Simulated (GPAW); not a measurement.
Crystal: Ba2Tl5V3O12.

```
Ba V Tl O
1.0
     6.65272    0.04946    0.02017
     2.86070    8.36464    0.00384
     2.68279    2.46936    9.19569
Ba V Tl O
2 3 5 12
Direct
  0.80419 0.04665 0.02264
  0.21205 0.95157 0.34012
  0.74540 0.70796 0.33582
  0.25963 0.26599 0.03225
  0.04074 0.07695 0.66106
  0.25636 0.39847 0.35003
  0.58966 0.34866 0.60553
  0.57327 0.88069 0.66842
  0.74552 0.49664 0.11648
  0.11891 0.64206 0.74303
  0.28433 0.09717 0.54175
  0.85350 0.49575 0.34386
  0.40255 0.20448 0.17282
  0.88414 0.05377 0.55967
  0.14017 0.47956 0.98899
  0.54627 0.73631 0.48712
  0.90594 0.24279 0.73262
  0.61543 0.80058 0.18857
  0.05538 0.16451 0.10164
  0.08209 0.90404 0.80708
  0.44178 0.20123 0.89187
  0.94269 0.80417 0.30862
```

The cell was built by a generator and needn't be a form met in nature.

Base run:

| Item | Value |
| --- | --- |
| Program | GPAW 26.7.0 |
| Functional | PBEsol |
| Potentials or basis | PAW data sets generated in the run's folder for this functional |
| Cutoff | 800 eV |
| Basis | pw |
| k mesh | 3 × 3 × 2 |
| Occupations | fermi-dirac, width 0.05 eV |
| Spin | collinear spin, ferromagnetic start |
| Starting moments | [0.0, 0.0, 2.0, 2.0, 2.0, 0.0, 0.0, 0.0, 0.0, 0.0, 0.0, 0.0, 0.0, 0.0, 0.0, 0.0, 0.0, 0.0, 0.0, 0.0, 0.0, 0.0] μB |

Its results: band gap on the k mesh 2.84 eV, indirect (least direct gap 2.96 eV); pressure -2.5 GPa; net moment 0.00 μB per cell; largest force 0.382 eV/Å.

Question: The run is repeated on the same cell with these changes: functional from PBEsol to LDA; potentials or basis from PAW data sets generated in the run's folder for this functional to the program's PAW data sets (release 1.2.1) made for this functional. What comes out?

Answer: Band gap on the k mesh 2.79 eV, indirect (least direct gap 2.92 eV); pressure -5.4 GPa; net moment 0.00 μB per cell; largest force 1.070 eV/Å.

Caveats: spin-orbit coupling is left out, which as a rule narrows the gap of such compounds by several tenths of an eV; forces of over 1 eV/Å show positions far from the minimum, so gaps and moduli don't describe the material at rest (some runs).
